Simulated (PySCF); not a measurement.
**CH₇AlAsN: geometry, electronic excitations**

What electronic excitations should CH₇AlAsN (`[H][As@OH14+]([H])([H])[AlH2-][N]=C`) show?

The runs use PySCF 2.14.0, with density-fitted response routines of our own; the level of theory stands in each step. All values are computed, except where a source is named. Atoms count from 0, in the outputs and in this text.

## Step 1: Starting geometry

11 atoms, charge 0, multiplicity 1; geometry from: GFN2-xTB. The atoms were then displaced at random by about 0.01 Å, so the start is not that level's minimum.

Bonds of the start (Å): C0–N1 1.26, N1–Al2 1.78, Al2–As3 2.58, C0–H4 1.07, C0–H5 1.11, Al2–H6 1.56, Al2–H7 1.55, As3–H8 1.53, As3–H9 1.51, As3–H10 1.47.

## Step 2: Geometry optimisation at PBE0-D3(BJ)/def2-SVP

Job settings and geometry (Å):

```
{"job": {"xc": "PBE0", "basis": "def2-SVP", "d3": "d3bj", "grid": 1, "shake": 0.01, "kind": "geom"}, "charge": 0, "multiplicity": 1}
C      2.075750    -0.649920    -1.223470
N      1.360360    -0.273610    -0.251000
Al     0.478580     0.254690     1.204990
As    -1.870870    -0.137700     0.212890
H      2.319300    -1.677310    -1.422000
H      2.429720     0.091170    -1.973090
H      0.208150     1.776460     1.400440
H      0.389190    -0.652240     2.456990
H     -3.131500    -0.516100    -0.559060
H     -2.685910     0.902310     0.950330
H     -1.534660     0.856420    -0.812680
```

On the command line:

```
$ OMP_NUM_THREADS=1 python probes_run.py task.json out
```

The driver reads the jobs from task.json and runs them one after another.

**Question.** This job is followed by: TDDFT PBE0/def2-TZVPD, vertical, gas phase, core orbitals frozen in the response. Predict these results of the whole session: rotational constants (main isotopes); lowest singlet (PBE0/def2-TZVPD); brightest single state of those computed; lowest triplet.

**Answer**, as computed:

| quantity | value |
| --- | --- |
| rotational constants (main isotopes) | 5.65, 1.52, 1.23 GHz |
| lowest singlet (PBE0/def2-TZVPD) | 3.39 eV (366 nm), f = 0.000 |
| brightest single state of those computed | state 10, 6.41 eV, f = 0.191 |
| lowest triplet | 2.84 eV |

**Reading.** Relaxing lowered the energy by 0.816 eV in 18 steps; the close pair that moved most is Al2–As3, from 2.580 to 2.717 Å. The lowest singlet, at 3.39 eV, is HOMO→LUMO 0.97 and is dark; of the 10 states computed, the strongest absorption comes from state 10 at 6.41 eV (the last computed, so partners may be missing). The lowest triplet lies 0.55 eV below the lowest singlet (triplets in Tamm-Dancoff, singlets in full TDDFT). States above −ε(HOMO) lie where TDDFT describes them poorly and they hang on the basis; the brightest is among them.
